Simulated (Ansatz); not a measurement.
# CH4FNbO2: one species, many methods

One table from this session's results is given with a row withheld; the runs are named, their logs left out.

The runs use Ansatz 0.2.0, Gaussian basis; functionals in def2-TZVPP, the program's frozen cores in correlated methods.

Levels to be run: LDA (SPW92), PBE-D4, revPBE-D4, BLYP-D4, r2SCAN-D4, B97M-V, PBE0-D4, B3LYP-D4, r2SCANh-D4, r2SCAN0-D4, HSE06-D4, BHLYP-D4, CAM-B3LYP-D4, LC-ωPBE, ωB97X-V, ωB97M-V, B2PLYP, PBE-QIDH; CCSD(T)/def2-SVP; CCSD(T)/def2-TZVPP; MP2/def2-QZVPP; extrapolation to the limit; RPA on PBE.

## The geometry

An earlier PBE0-D4 in a triple-zeta def2 set relaxation fixed the geometry. Nb takes the def2 core potential; no spin-orbit term is included.

SMILES `[CH3][Nb](=[O])([OH])[F]`, 9 atoms, charge 0, spin multiplicity 1.

Atoms are counted from 1 here; the program's logs count them from 0.

Bond lengths: C1–Nb2 2.147 Å, C1–H6 1.094 Å, C1–H7 1.095 Å, C1–H8 1.095 Å, Nb2–O3 1.691 Å, Nb2–O4 1.885 Å, Nb2–F5 1.874 Å, O4–H9 0.959 Å. Angles: Nb2–C1–H6 110.8°, Nb2–C1–H7 109.7°, Nb2–C1–H8 110.5°, H6–C1–H7 107.9°, H6–C1–H8 108.9°, H7–C1–H8 109.0°, C1–Nb2–O3 104.4°, C1–Nb2–O4 107.4°, C1–Nb2–F5 109.0°, O3–Nb2–O4 110.0°, O3–Nb2–F5 110.8°, O4–Nb2–F5 114.6°, Nb2–O4–H9 131.3°.

Coordinates:

```xyz
9
CH4FNbO2
C    -0.4099   -0.3781   -1.2694
Nb    0.6001    0.3009    0.4995
O     1.6044   -0.9893    0.9326
O    -0.7089    0.5720    1.8287
F     1.6127    1.8213    0.0793
H    -0.9522   -1.3076   -1.0738
H     0.3224   -0.5755   -2.0589
H    -1.1184    0.3787   -1.6213
H    -0.8615    0.1311    2.6662
```

The first run:

The input, in.yaml:

```yaml
crystal:
  periodic: [false, false, false]
  atoms:
    - {symbol: C, position_ang: [-0.409940, -0.378081, -1.269361]}
    - {symbol: Nb, position_ang: [0.600124, 0.300906, 0.499511]}
    - {symbol: O, position_ang: [1.604389, -0.989254, 0.932585]}
    - {symbol: O, position_ang: [-0.708921, 0.572021, 1.828676]}
    - {symbol: F, position_ang: [1.612670, 1.821345, 0.079317]}
    - {symbol: H, position_ang: [-0.952159, -1.307567, -1.073828]}
    - {symbol: H, position_ang: [0.322385, -0.575459, -2.058896]}
    - {symbol: H, position_ang: [-1.118402, 0.378745, -1.621267]}
    - {symbol: H, position_ang: [-0.861546, 0.131143, 2.666162]}
basis:
  gaussian: {orbitals: def2-TZVPP}
hamiltonian: {xc: lda}
output: {orbitals: {seedname: orbitals}}
```

Among the steps run: LDA; PBE-D4 (GGA); revPBE-D4 (GGA); BLYP-D4 (GGA); r2SCAN-D4 (meta-GGA); B97M-V (meta-GGA); PBE0-D4 (hybrid); B3LYP-D4 (hybrid); r2SCANh-D4 (hybrid); r2SCAN0-D4 (hybrid); HSE06-D4 (hybrid); BHLYP-D4 (hybrid); CAM-B3LYP-D4 (range-separated); LC-ωPBE-D4 (range-separated; the results give it without D4); ωB97X-V (range-separated); ωB97M-V (range-separated); B2PLYP (double hybrid); PBE-QIDH (double hybrid).

One table of the session follows, with a row left open; its other results are not shown here.

It belongs to the step «Frontier levels by functional». 

```
  functional  HOMO (eV)  LUMO (eV)  gap (eV)
 LDA (SPW92)      -7.32      -2.81      4.51
      PBE-D4      -7.12      -2.54      4.58
   revPBE-D4      -7.05      -2.44      4.61
     BLYP-D4      -7.01      -2.47      4.54
   r2SCAN-D4      -7.43      -2.41      5.03
      B97M-V      -7.50      -2.36      5.14
     PBE0-D4      -8.53      -1.67      6.86
    B3LYP-D4      -8.30      -1.94      6.36
  r2SCANh-D4          ?          ?         ?
  r2SCAN0-D4      -8.74      -1.58      7.16
    HSE06-D4      -8.13      -2.05      6.08
    BHLYP-D4      -9.85      -0.68      9.17
CAM-B3LYP-D4      -9.95      -0.56      9.39
     LC-ωPBE     -11.32       0.71     12.03
     ωB97X-V     -10.95       0.60     11.55
     ωB97M-V     -10.83       0.50     11.34
```

Q: Estimate the row for r2SCANh-D4 from the others.

Worked estimate for «HOMO (eV)». Against the share of exact exchange, r2SCAN-D4 (0, -7.43), r2SCAN0-D4 (0.25, -8.74) give a slope of -5.24 per unit share; at 0.1 the line stands at -7.95.

As computed: HOMO (eV): -7.95; LUMO (eV): -2.08; gap (eV): 5.87. In «HOMO (eV)» the line misses by 0.00.
